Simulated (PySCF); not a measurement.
# C13H7N: NMR shifts at several levels of theory

Aim: compute the NMR shifts of C13H7N (`N#CC1=Cc2cccc3cccc1c23`) at several levels, and see how far they spread and what each costs.

Programs: PySCF 2.14.0, with density-fitted response routines of our own. Each step states its level of theory. These are calculated values for one molecule in the gas phase, unless marked as measured. Atoms count from 0, in the outputs and in this text.

## 1. The molecule as given

21 atoms, charge 0, multiplicity 1; geometry from: GFN2-xTB.

Bonds of the start (Å): N0–C1 1.15, C1–C2 1.40, C2–C3 1.37, C3–C4 1.45, C4–C5 1.38, C5–C6 1.41, C6–C7 1.38, C7–C8 1.41, C8–C9 1.42, C9–C10 1.37, C10–C11 1.41, C11–C12 1.37, C12–C13 1.41, C12–C2 1.47, C13–C4 1.41, C13–C8 1.39, C3–H14 1.08, C5–H15 1.08, C6–H16 1.08, C7–H17 1.08, C9–H18 1.08, C10–H19 1.08, C11–H20 1.08.

## 2. Relaxing the molecule at PBE0-D3(BJ)/def2-SVP

The job: settings as JSON, then the geometry in Å.

```
{"job": {"xc": "PBE0", "basis": "def2-SVP", "d3": "d3bj", "grid": 1, "kind": "geom"}, "charge": 0, "multiplicity": 1}
N      4.086500    -1.134500    -0.402350
C      3.058990    -0.631050    -0.302230
C      1.795590    -0.041630    -0.180090
C      1.514040     1.296600    -0.159820
C      0.084590     1.475920    -0.018170
C     -0.774850     2.546950     0.063370
C     -2.152000     2.290340     0.204050
C     -2.676880     1.019940     0.263930
C     -1.824440    -0.105680     0.182720
C     -2.162540    -1.479060     0.225210
C     -1.179620    -2.435080     0.132020
C      0.188040    -2.120670    -0.006680
C      0.544640    -0.797070    -0.050990
C     -0.468870     0.176900     0.044040
H      2.234310     2.091190    -0.235770
H     -0.421580     3.567140     0.023990
H     -2.822210     3.135900     0.268740
H     -3.742150     0.877640     0.374360
H     -3.196940    -1.771760     0.331950
H     -1.458760    -3.478420     0.166890
H      0.919420    -2.912670    -0.073800
```

Output:

```text
step   0  E = -553.31230352  max force = 0.028143
step   1  E = -553.31459515  max force = 0.003750
step   2  E = -553.31443353  max force = 0.005435
step   3  E = -553.31472245  max force = 0.001350
step   4  E = -553.31471941  max force = 0.001206
step   5  E = -553.31473667  max force = 0.000258
optimisation converged
```

It took 1.8 min on 8 threads of Arm Neoverse V1, shared host.

Step by step: (the energy doesn't fall at every step)

```
step  energy from step 0 (eV)  largest force component (eV/Å)
   0                   0.0000                          1.4472
   1                  -0.0624                          0.1928
   2                  -0.0580                          0.2795
   3                  -0.0658                          0.0694
   4                  -0.0657                          0.0620
   5                  -0.0662                          0.0133
```

Close pairs (by a distance rule), those that changed most:

```
   bond  before (Å)  after (Å)  change (Å)
  C1–C2       1.399      1.419      +0.020
 C3–H14       1.075      1.090      +0.014
C11–H20       1.080      1.093      +0.013
 C7–H17       1.080      1.093      +0.013
 C9–H18       1.080      1.093      +0.013
 C5–H15       1.080      1.093      +0.012
  N0–C1       1.149      1.161      +0.012
C10–H19       1.081      1.092      +0.012
```

The end geometry stands in the next job.

```
                         at the end point                value
  point group (found at 0.08 Å tolerance)                   Cs
rotational constants (GHz, main isotopes)  1.273, 0.647, 0.429
                        dipole moment (D)                 5.29
```

## 3. Nuclear shieldings: PBE0/pcSseg-1

The job: settings as JSON, then the geometry in Å.

```
{"job": {"kind": "nmr", "xc": "PBE0", "basis": "pcSseg-1", "pop": false}, "charge": 0, "multiplicity": 1}
N      4.126020    -1.147826    -0.408561
C      3.089755    -0.634454    -0.307247
C      1.806685    -0.040836    -0.181901
C      1.526265     1.305576    -0.161533
C      0.085144     1.479214    -0.017524
C     -0.779397     2.556066     0.064228
C     -2.169025     2.303407     0.205750
C     -2.691542     1.021450     0.264825
C     -1.827764    -0.105865     0.183995
C     -2.174431    -1.485851     0.227523
C     -1.186787    -2.451012     0.135237
C      0.190142    -2.125722    -0.005402
C      0.546820    -0.794457    -0.050415
C     -0.468071     0.179116     0.045208
H      2.264611     2.102873    -0.240546
H     -0.418857     3.586870     0.022755
H     -2.849537     3.155502     0.270140
H     -3.769330     0.876509     0.374311
H     -3.220713    -1.782913     0.334511
H     -1.470700    -3.505234     0.170900
H      0.935992    -2.921483    -0.074884
```

Level: GIAO PBE0/pcSseg-1 NMR shielding, non-relativistic, gas phase.

Output:

```text
coarse grid: 19520 points
cycle   1  E = -553.4674403481  dE =  2.836e+00  |g| = 4.752e-01  |ddm| = 5.333e+00
cycle   2  E = -553.3386867388  dE =  1.288e-01  |g| = 9.166e-01  |ddm| = 1.781e+00
cycle   3  E = -553.5223397435  dE = -1.837e-01  |g| = 1.646e-01  |ddm| = 1.051e+00
cycle   4  E = -553.5280449564  dE = -5.705e-03  |g| = 6.687e-02  |ddm| = 2.500e-01
cycle   5  E = -553.5289663125  dE = -9.214e-04  |g| = 3.108e-02  |ddm| = 1.071e-01
cycle   6  E = -553.5292113980  dE = -2.451e-04  |g| = 6.697e-03  |ddm| = 3.663e-02
cycle   7  E = -553.5292235671  dE = -1.217e-05  |g| = 1.987e-03  |ddm| = 1.021e-02
cycle   8  E = -553.5292245161  dE = -9.490e-07  |g| = 7.784e-04  |ddm| = 2.797e-03
final grid: 194304 points
cycle   9  E = -553.6107229073  dE = -5.014e-05  |g| = 7.021e-03  |ddm| = 1.074e-01
cycle  10  E = -553.6107229284  dE = -2.110e-08  |g| = 7.211e-03  |ddm| = 2.149e-02
cycle  11  E = -553.6107355365  dE = -1.261e-05  |g| = 2.023e-03  |ddm| = 1.042e-02
cycle  12  E = -553.6107365495  dE = -1.013e-06  |g| = 4.409e-04  |ddm| = 2.308e-03
cycle  13  E = -553.6107365884  dE = -3.894e-08  |g| = 1.774e-04  |ddm| = 6.181e-04
cycle  14  E = -553.6107365940  dE = -5.587e-09  |g| = 8.221e-05  |ddm| = 2.256e-04
cycle  15  E = -553.6107365957  dE = -1.731e-09  |g| = 2.415e-05  |ddm| = 1.062e-04
cycle  16  E = -553.6107365959  dE = -1.551e-10  |g| = 5.530e-06  |ddm| = 3.017e-05
converged SCF energy = -553.6107365959

GIAO shielding tensors (ppm)
atom      isotropic    diamagn.    paramagn.     s11        s22        s33       span
  0 N      -65.684     341.428    -407.112   -229.341   -186.113    218.403    447.744
  1 C       63.455     257.759    -194.304    -54.832    -47.533    292.731    347.563
  2 C       66.659     257.025    -190.366    -22.922     87.981    134.917    157.839
  3 C       37.877     245.486    -207.608    -65.415     42.724    136.322    201.737
  4 C       43.589     254.492    -210.902    -42.293     16.509    156.552    198.845
  5 C       49.983     248.145    -198.162    -43.810     22.173    171.584    215.395
  6 C       51.102     254.882    -203.780    -56.082     38.911    170.478    226.560
  7 C       46.679     249.274    -202.595    -55.152     29.685    165.503    220.655
  8 C       53.132     251.869    -198.737    -18.243    -15.921    193.562    211.805
  9 C       48.542     249.841    -201.299    -52.709     32.685    165.649    218.358
 10 C       50.730     255.159    -204.429    -56.338     37.807    170.721    227.059
 11 C       52.186     248.541    -196.354    -40.003     21.338    175.224    215.228
 12 C       42.604     249.494    -206.890    -42.307     18.883    151.236    193.542
 13 C       54.464     256.358    -201.894    -17.830      3.207    178.014    195.844
 14 H       23.613      30.733      -7.120     20.745     22.660     27.434      6.689
 15 H       23.281      30.255      -6.974     18.694     24.124     27.024      8.330
 16 H       23.492      27.493      -4.001     19.080     24.791     26.605      7.525
 17 H       23.170      29.897      -6.727     18.613     23.826     27.070      8.458
 18 H       23.220      30.262      -7.042     18.599     24.054     27.006      8.407
 19 H       23.432      28.349      -4.917     18.939     24.730     26.627      7.688
 20 H       23.093      31.277      -8.184     18.192     23.779     27.307      9.115
```

Run time: 55 s. Hardware: 8 threads of Arm Neoverse V1, shared host.

Shifts follow as δ = σ(reference) − σ, with reference shieldings (ppm) from runs at the same level and on the same kind of geometry: 1H TMS 31.27, 13C TMS 184.4, 15N NH3 265.7. The references are single molecules in the gas phase, so shifts against H2O, NH3, PH3, H3PO4 or CFCl3 are not on the usual liquid scales and can be off by tens of ppm.

```
atoms                      environment  σ (ppm)  δ (ppm)  δ scaled to CDCl3
   C3                        alkene CH     37.9    146.5              141.8
  C12      substituted aromatic carbon     42.6    141.8              137.2
   C4      substituted aromatic carbon     43.6    140.8              136.2
   C7                      aromatic CH     46.7    137.7              133.2
   C9                      aromatic CH     48.5    135.9              131.4
   C5                      aromatic CH     50.0    134.4              130.0
  C10                      aromatic CH     50.7    133.7              129.3
   C6                      aromatic CH     51.1    133.3              128.9
  C11                      aromatic CH     52.2    132.2              127.9
   C8      ring-fusion aromatic carbon     53.1    131.3              127.0
  C13      ring-fusion aromatic carbon     54.5    129.9              125.7
   C1                   nitrile carbon     63.5    121.0              116.9
   C2  fully substituted alkene carbon     66.7    117.7              113.8
  H20       hydrogen on an aromatic CH    23.09     8.17               7.96
  H17       hydrogen on an aromatic CH    23.17     8.10               7.89
  H18       hydrogen on an aromatic CH    23.22     8.05               7.84
  H15       hydrogen on an aromatic CH    23.28     7.99               7.78
  H19       hydrogen on an aromatic CH    23.43     7.83               7.64
  H16       hydrogen on an aromatic CH    23.49     7.77               7.58
  H14         hydrogen on an alkene CH    23.61     7.65               7.47
   N0                 nitrile nitrogen    -65.7    331.4                  –
```

The scaled column applies a straight-line fit of computed shieldings to shifts measured in CDCl3 (root-mean-square error 0.21 ppm for H, 2.0 ppm for C).

Ring of atoms C2, C3, C4, C12, C13: NICS(0) 1.5, NICS(1) -2.4, NICS(1)zz 2.0 ppm (means of both faces).

Ring of atoms C4, C5, C6, C7, C8, C13: NICS(0) -7.0, NICS(1) -10.1, NICS(1)zz -23.6 ppm (means of both faces).

Ring of atoms C8, C9, C10, C11, C12, C13: NICS(0) -7.3, NICS(1) -10.3, NICS(1)zz -23.9 ppm (means of both faces).

## 4. Nuclear shieldings: PBE/pcSseg-1

Settings changed since step 3:

```diff
@@ -1,2 +1,2 @@
-{"job": {"kind": "nmr", "xc": "PBE0", "basis": "pcSseg-1", "pop": false}, "charge": 0, "multiplicity": 1}
+{"job": {"kind": "nmr", "xc": "PBE", "basis": "pcSseg-1", "pop": false}, "charge": 0, "multiplicity": 1}
 N      4.126020    -1.147826    -0.408561
```

With the program's defaults for keys left out, this is: GIAO PBE/pcSseg-1 NMR shielding, non-relativistic, gas phase.

Output:

```text
coarse grid: 19520 points
cycle   1  E = -553.3714990242  dE =  2.227e+00  |g| = 6.115e-01  |ddm| = 5.470e+00
cycle   2  E = -553.1134969294  dE =  2.580e-01  |g| = 1.218e+00  |ddm| = 2.476e+00
cycle   3  E = -553.4184441999  dE = -3.049e-01  |g| = 4.842e-01  |ddm| = 1.767e+00
cycle   4  E = -553.4710498377  dE = -5.261e-02  |g| = 1.090e-01  |ddm| = 5.249e-01
cycle   5  E = -553.4732648623  dE = -2.215e-03  |g| = 6.046e-02  |ddm| = 1.950e-01
cycle   6  E = -553.4741545433  dE = -8.897e-04  |g| = 2.286e-02  |ddm| = 7.846e-02
cycle   7  E = -553.4742991162  dE = -1.446e-04  |g| = 7.568e-03  |ddm| = 3.398e-02
cycle   8  E = -553.4743126029  dE = -1.349e-05  |g| = 3.407e-03  |ddm| = 1.047e-02
cycle   9  E = -553.4743159095  dE = -3.307e-06  |g| = 1.025e-03  |ddm| = 4.750e-03
final grid: 194304 points
cycle  10  E = -553.5870099004  dE = -6.470e-05  |g| = 1.265e-02  |ddm| = 1.490e-01
cycle  11  E = -553.5869569590  dE =  5.294e-05  |g| = 1.871e-02  |ddm| = 4.973e-02
cycle  12  E = -553.5870374212  dE = -8.046e-05  |g| = 7.880e-03  |ddm| = 3.258e-02
cycle  13  E = -553.5870548479  dE = -1.743e-05  |g| = 1.427e-03  |ddm| = 8.831e-03
cycle  14  E = -553.5870553419  dE = -4.940e-07  |g| = 6.033e-04  |ddm| = 2.130e-03
cycle  15  E = -553.5870554259  dE = -8.395e-08  |g| = 2.088e-04  |ddm| = 7.073e-04
cycle  16  E = -553.5870554374  dE = -1.147e-08  |g| = 8.798e-05  |ddm| = 3.037e-04
cycle  17  E = -553.5870554394  dE = -2.025e-09  |g| = 2.219e-05  |ddm| = 1.056e-04
cycle  18  E = -553.5870554395  dE = -9.481e-11  |g| = 1.234e-05  |ddm| = 3.308e-05
converged SCF energy = -553.5870554395

GIAO shielding tensors (ppm)
atom      isotropic    diamagn.    paramagn.     s11        s22        s33       span
  0 N      -66.265     342.910    -409.176   -222.985   -186.875    211.064    434.049
  1 C       60.484     257.527    -197.043    -54.130    -46.486    282.069    336.198
  2 C       64.719     257.364    -192.646    -16.342     81.619    128.879    145.221
  3 C       37.432     245.121    -207.689    -58.186     40.255    130.227    188.413
  4 C       39.674     253.604    -213.930    -41.130      9.909    150.242    191.373
  5 C       48.639     247.731    -199.092    -40.923     21.709    165.132    206.055
  6 C       47.997     253.869    -205.872    -55.621     35.488    164.124    219.745
  7 C       45.202     248.683    -203.481    -51.738     28.421    158.922    210.660
  8 C       50.983     251.193    -200.210    -18.281    -16.503    187.733    206.014
  9 C       46.751     249.320    -202.569    -49.543     30.614    159.183    208.726
 10 C       47.818     254.329    -206.511    -55.460     34.486    164.429    219.890
 11 C       50.649     248.596    -197.948    -37.423     20.197    169.173    206.596
 12 C       38.916     248.992    -210.076    -40.866     13.140    144.474    185.340
 13 C       52.028     256.126    -204.098    -17.397      2.113    171.369    188.767
 14 H       23.804      31.052      -7.248     21.307     22.756     27.349      6.042
 15 H       23.408      30.404      -6.995     19.154     24.040     27.030      7.876
 16 H       23.538      27.401      -3.863     19.469     24.519     26.628      7.159
 17 H       23.333      30.033      -6.700     19.176     23.708     27.115      7.939
 18 H       23.372      30.378      -7.006     19.156     23.916     27.042      7.886
 19 H       23.480      28.295      -4.815     19.319     24.466     26.654      7.336
 20 H       23.215      31.550      -8.336     18.660     23.670     27.313      8.653
```

Wall time 36 s (8 threads of Arm Neoverse V1, shared host).

This run: δ C3 142.6, C12 141.1, C4 140.4, C7 134.8, H20 7.98, H17 7.86 ppm.

[end of part 1 of 2]
